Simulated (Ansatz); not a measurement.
# CH4NOSb: the cost of one run

All numbers are computed with the Python package of Ansatz 0.2.0. Level of theory: CAM-B3LYP/def2-SVPD.

### 1 The structure

Bond lengths: O1–C2 1.202 Å, C2–N3 1.419 Å, N3–Sb4 2.005 Å, C2–H5 1.082 Å, N3–H6 1.071 Å, Sb4–H7 1.742 Å, Sb4–H8 1.738 Å. Angles: O1–C2–N3 118.9°, O1–C2–H5 119.7°, N3–C2–H5 121.4°, C2–N3–Sb4 124.2°, C2–N3–H6 116.9°, Sb4–N3–H6 118.9°, N3–Sb4–H7 93.5°, N3–Sb4–H8 93.8°, H7–Sb4–H8 93.7°.

No structure file is read: the coordinates are typed or built in the script.

### 2 The code

Contents of spin.py:

```python
import ansatz as az
from ase import Atoms

BASIS_SET = "def2-SVPD"
FUNCTIONAL = "cam_b3lyp"


def main() -> None:
    atoms = Atoms(["O", "C", "N", "Sb", "H", "H", "H", "H"], positions=[
        (-0.3865, 1.6934, -1.0666),
        (0.4536, 1.3582, -0.2754),
        (0.2781, 0.1438, 0.4378),
        (-1.3044, -1.0693, 0.2241),
        (1.3441, 1.9606, -0.1525),
        (1.0611, -0.1405, 1.1115),
        (-0.8185, -1.5988, -1.363),
        (-0.5353, -2.4046, 1.0282),
    ])
    molecule = az.Crystal.molecule_from_ase(atoms)

    setup = molecule.calculation().basis(gaussian=BASIS_SET).functional(FUNCTIONAL)
    found = {}
    for unpaired in [0, 2]:
        data = setup.spin("collinear", total=unpaired).run(threads=1, pin="off").report
        s = unpaired / 2
        found[unpaired] = data["free_energy_ev"]
        print(f"2S+1 = {unpaired + 1}: E = {found[unpaired]:.5f} eV, <S^2> = {abs(data['mean_field']['state']['spin_squared']):.3f} (pure state {s * (s + 1):.2f})")
    lowest = min(found, key=found.get)
    for unpaired, e in found.items():
        print(f"multiplicity {unpaired + 1}: {96.485332 * (e - found[lowest]):.1f} kJ/mol above the lowest")


if __name__ == "__main__":
    main()
```

### 3 The calls as engine input

The package turns the script's settings into the engine's input (first run):

```yaml
crystal:
  periodic: [false, false, false]
  atoms:
    - { symbol: O, position_ang: [-0.3865, 1.6934, -1.0666] }
    - { symbol: C, position_ang: [0.4536, 1.3582, -0.2754] }
    - { symbol: "N", position_ang: [0.2781, 0.1438, 0.4378] }
    - { symbol: Sb, position_ang: [-1.3044, -1.0693, 0.2241] }
    - { symbol: H, position_ang: [1.3441, 1.9606, -0.1525] }
    - { symbol: H, position_ang: [1.0611, -0.1405, 1.1115] }
    - { symbol: H, position_ang: [-0.8185, -1.5988, -1.363] }
    - { symbol: H, position_ang: [-0.5353, -2.4046, 1.0282] }
basis:
  gaussian:
    orbitals: def2-SVPD
hamiltonian:
  xc: cam_b3lyp
magnetization:
  spin_polarized: true
  initial_magnetization: 0.0
```

### 4 Launch

Command:

```bash
$ python spin.py
```

Q: Estimate wall time and peak memory on 1 thread of Arm Neoverse V2, shared host.

About 38 s, with a peak of 0.67 GiB.
